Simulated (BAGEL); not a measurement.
# HF/6-31G(d) (density fitting with qzvpp-jkfit, spherical functions) run of GaBH3ClO (SMILES O[B](Cl)[GaH2])

What is the energy change on altering one bond length of GaBH3ClO at HF/6-31G* (density fitting with qzvpp-jkfit, spherical functions)? 

The calculation is run with BAGEL 1.2.2.

10 further runs of the same task are left out: 5 that didn't finish, 5 set aside as unsound or not needed.

## 1. The molecule

GaBH3ClO has 7 atoms, charge 0, and is taken as a singlet. SMILES: `O[B](Cl)[GaH2]`. The coordinates come from a PBE0-D4/def2-TZVP relaxation. This is one conformer, not always the lowest.

Bond lengths: O1–B2 1.344 Å, B2–Cl3 1.789 Å, B2–Ga4 2.095 Å, O1–H5 0.965 Å, Ga4–H6 1.572 Å, Ga4–H7 1.572 Å. Angles: O1–B2–Cl3 118.4°, O1–B2–Ga4 123.4°, Cl3–B2–Ga4 118.3°, B2–O1–H5 114.1°, B2–Ga4–H6 121.3°, B2–Ga4–H7 121.3°, H6–Ga4–H7 117.4°.

## 2. The energy at HF/6-31G(d) (density fitting with qzvpp-jkfit, spherical functions)

Input file input.json:

```json
{ "bagel": [

{
  "title": "molecule",
  "basis": "6-31gs.json",
  "df_basis": "qzvpp-jkfit",
  "angstrom": true,
  "geometry": [
    { "atom": "O", "xyz": [      -0.845500,      -1.229100,       0.927100 ] },
    { "atom": "B", "xyz": [      -0.031900,      -0.664900,       0.017900 ] },
    { "atom": "Cl", "xyz": [       0.899000,      -1.736200,      -1.070500 ] },
    { "atom": "Ga", "xyz": [       0.202400,       1.406200,      -0.190800 ] },
    { "atom": "H", "xyz": [      -0.850900,      -2.194300,       0.905900 ] },
    { "atom": "H", "xyz": [      -0.691300,       2.232500,      -1.186100 ] },
    { "atom": "H", "xyz": [       1.318000,       2.185900,       0.596500 ] }
  ]
},

{ "title": "hf" },

{ "title": "print", "file": "orbitals.molden", "orbitals": true }

]}
```

The basis set 6-31G* is read from a file made from the Basis Set Exchange's data (not shown).

On the command line:

```bash
$ BAGEL_NUM_THREADS=1 BAGEL input.json > input.out
```

The log of the run:

```text
* using 1 threads per process

  ===============================================================
  ===============================================================

  *** Geometry ***

  { "atom" : "O", "xyz" : [     -1.597763,     -2.322662,      1.751965 ] },
  { "atom" : "B", "xyz" : [     -0.060282,     -1.256479,      0.033826 ] },
  { "atom" : "Cl", "xyz" : [      1.698864,     -3.280942,     -2.022952 ] },
  { "atom" : "Ga", "xyz" : [      0.382481,      2.657333,     -0.360560 ] },
  { "atom" : "H", "xyz" : [     -1.607968,     -4.146626,      1.711903 ] },
  { "atom" : "H", "xyz" : [     -1.306368,      4.218814,     -2.241404 ] },
  { "atom" : "H", "xyz" : [      2.490659,      4.130752,      1.127222 ] },

  Number of auxiliary basis functions:      600

  Since a DF basis is specified, we compute 2- and 3-index integrals:
    o Being stored without compression. Storage requirement is 0.034 GB

  Number of basis functions:       84
  Number of electrons      :       64

    * METHOD: MOLECULE                             0.69

  *** RHF ***

  === Nuclear Repulsion ===
   275.8526528293

      * DIIS with orbital gradients will be used.

  === RHF iteration (6-31gs.json) ===
      0      -2483.62212556          0.01722921           0.19
      1      -2483.74225756          0.01138083           0.18
      2      -2483.79843240          0.00136991           0.18
      3      -2483.80050364          0.00026558           0.18
      4      -2483.80061485          0.00008640           0.18
      5      -2483.80062608          0.00002957           0.18
      6      -2483.80062705          0.00001333           0.18
      7      -2483.80062723          0.00000317           0.18
      8      -2483.80062724          0.00000110           0.18
      9      -2483.80062724          0.00000033           0.18
     10      -2483.80062724          0.00000010           0.18
     11      -2483.80062724          0.00000005           0.18
     12      -2483.80062724          0.00000002           0.18
     13      -2483.80062724          0.00000001           0.18
    * SCF iteration converged.

    * Permanent dipole moment:
           (    0.272135,     0.389342,    -0.298415) a.u.

    * METHOD: HF                                   2.97

    * METHOD: PRINT                                0.03

  ===============================================================
```

Wall time 3.9 s (1 thread of Arm Neoverse N1, shared host); peak memory 0.16 GiB.

## 3. The distorted shape, same level

Input file hf.json:

```json
{ "bagel" : [

{
  "title" : "molecule",
  "basis" : "6-31gs.json",
  "df_basis" : "qzvpp-jkfit",
  "angstrom" : true,
  "geometry" : [
    { "atom" : "O", "xyz" : [      -1.124769,      -0.907711,       1.253619 ] },
    { "atom" : "B", "xyz" : [      -0.311169,      -0.343511,       0.344419 ] },
    { "atom" : "Cl", "xyz" : [       0.899000,      -1.736200,      -1.070500 ] },
    { "atom" : "Ga", "xyz" : [      -0.076869,       1.727589,       0.135719 ] },
    { "atom" : "H", "xyz" : [      -1.130169,      -1.872911,       1.232419 ] },
    { "atom" : "H", "xyz" : [      -0.970569,       2.553889,      -0.859581 ] },
    { "atom" : "H", "xyz" : [       1.038731,       2.507289,       0.923019 ] }
  ]
},

{ "title" : "hf" },

{ "title" : "print", "file" : "orbitals.molden", "orbitals" : true }

]}
```

The basis set 6-31G* is read from a file made from the Basis Set Exchange's data (not shown).

On the command line:

```bash
$ BAGEL_NUM_THREADS=1 BAGEL hf.json > hf.out
```

The log of the run:

```text
* using 1 threads per process

  ===============================================================
  ===============================================================

  *** Geometry ***

  { "atom" : "O", "xyz" : [     -2.125505,     -1.715325,      2.368997 ] },
  { "atom" : "B", "xyz" : [     -0.588024,     -0.649142,      0.650858 ] },
  { "atom" : "Cl", "xyz" : [      1.698864,     -3.280942,     -2.022952 ] },
  { "atom" : "Ga", "xyz" : [     -0.145261,      3.264670,      0.256472 ] },
  { "atom" : "H", "xyz" : [     -2.135710,     -3.539289,      2.328934 ] },
  { "atom" : "H", "xyz" : [     -1.834110,      4.826151,     -1.624373 ] },
  { "atom" : "H", "xyz" : [      1.962917,      4.738090,      1.744253 ] },

  Number of auxiliary basis functions:      600

  Since a DF basis is specified, we compute 2- and 3-index integrals:
    o Being stored without compression. Storage requirement is 0.034 GB

  Number of basis functions:       84
  Number of electrons      :       64

    * METHOD: MOLECULE                             0.69

  *** RHF ***

  === Nuclear Repulsion ===
   255.0521517929

      * DIIS with orbital gradients will be used.

  === RHF iteration (6-31gs.json) ===
      0      -2483.54158592          0.01794427           0.18
      1      -2483.68755101          0.01207548           0.18
      2      -2483.75314634          0.00161054           0.18
      3      -2483.75633958          0.00044486           0.18
      4      -2483.75669022          0.00017089           0.18
      5      -2483.75674139          0.00005753           0.18
      6      -2483.75674775          0.00002085           0.18
      7      -2483.75674856          0.00000604           0.18
      8      -2483.75674862          0.00000298           0.18
      9      -2483.75674863          0.00000103           0.18
     10      -2483.75674863          0.00000025           0.18
     11      -2483.75674863          0.00000011           0.18
     12      -2483.75674863          0.00000004           0.18
     13      -2483.75674863          0.00000001           0.18
     14      -2483.75674863          0.00000001           0.18
    * SCF iteration converged.

    * Permanent dipole moment:
           (    0.954941,    -0.554792,    -1.101189) a.u.

    * METHOD: HF                                   3.12

    * METHOD: PRINT                                0.03

  ===============================================================
```

Wall time 4.2 s (1 thread of Arm Neoverse N1, shared host); peak memory 0.16 GiB.

## 4. Results

Level: HF/6-31G* (density fitting with qzvpp-jkfit, spherical functions).

| quantity | value |
| --- | --- |
| first shape: total energy | -2483.80063 Eh |
| first shape: dipole moment | 1.43 D |
| first shape: HOMO energy | -10.43 eV |
| first shape: LUMO energy | 1.01 eV |
| first shape: HOMO–LUMO gap | 11.44 eV |
| distorted shape: total energy | -2483.75675 Eh |
| distorted shape: dipole moment | 3.96 D |
| distorted shape: HOMO energy | -10.80 eV |
| distorted shape: LUMO energy | 0.41 eV |
| distorted shape: HOMO–LUMO gap | 11.21 eV |
| energy change with the B2–Cl3 bond stretched from 1.789 to 2.325 Å | 1.194 eV |

What this shows: With the B2–Cl3 bond stretched from 1.789 to 2.325 Å the energy rises by 1.19 eV (28 kcal/mol). The first shape isn't relaxed at this level, so the change isn't measured from a minimum.
